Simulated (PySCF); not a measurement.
# H5OTb (Tb(H)3(H2O)+): the cost of one run

The runs use PySCF 2.14.0; PBE0, Tb lcecp-2-SVP with ECP53, H def2-SVP, O def2-SVP; scalar-relativistic core potentials, no spin–orbit coupling.

1 further run of the same task is left out (for a known fault of the program).

## Step 1: The system as given

7 atoms, charge 1, spin multiplicity 1.

Bond lengths: Tb1–H2 2.060 Å, Tb1–H3 2.060 Å, Tb1–H4 2.060 Å, Tb1–O5 2.320 Å, O5–H6 0.970 Å, O5–H7 0.970 Å. Angles: H2–Tb1–H3 109.5°, H2–Tb1–H4 109.5°, H2–Tb1–O5 109.5°, H3–Tb1–H4 109.5°, H3–Tb1–O5 109.5°, H4–Tb1–O5 109.5°, Tb1–O5–H6 127.5°, Tb1–O5–H7 127.5°, H6–O5–H7 105.1°.

Coordinates:

```xyz
7
charge 1, multiplicity 1
Tb    0.0000    0.0000    0.0000
H     1.1893    1.1893    1.1893
H    -1.1893   -1.1893    1.1893
H     1.1893   -1.1893   -1.1893
O    -1.3395    1.3395   -1.3395
H    -1.6801    2.2246   -1.1356
H    -1.6801    1.1356   -2.2246
```

Formal oxidation states: Tb +4. Each metal's 7 4f electrons lie in its core potential, so multiplicities, spins and levels count the valence alone.

## Step 2: SCF at the start, singlet

The input, run.py (the lines that set the calculation):

```python
mol = gto.M(atom='''
Tb     0.00000     0.00000     0.00000
H      1.18930     1.18930     1.18930
H     -1.18930    -1.18930     1.18930
H      1.18930    -1.18930    -1.18930
O     -1.33950     1.33950    -1.33950
H     -1.68010     2.22460    -1.13560
H     -1.68010     1.13560    -2.22460''',
    basis={'Tb': 'lcecp-2-SVP', 'H': 'def2-SVP', 'O': 'def2-SVP'},
    ecp={'Tb': 'lcecp-2-SVP'},
    charge=1, spin=0)
mf = dft.RKS(mol, xc='PBE0')
mf.grids.atom_grid = (50, 194)  # f atoms: unpruned, at least (60, 302)
mf = mf.density_fit()  # fitting sets: Tb AutoAux, H def2-universal-JKFIT, O def2-universal-JKFIT
mf.conv_tol = 1e-08; mf.max_cycle = 55
mf.kernel(dm0)  # dm0: free metal ions and neutral atoms
```

On the command line:

```sh
> OMP_NUM_THREADS=2 python run.py
```

What time and memory should one allow on 2 threads of Arm Neoverse V2, shared host?

About 2 s, with a peak of 0.44 GiB.
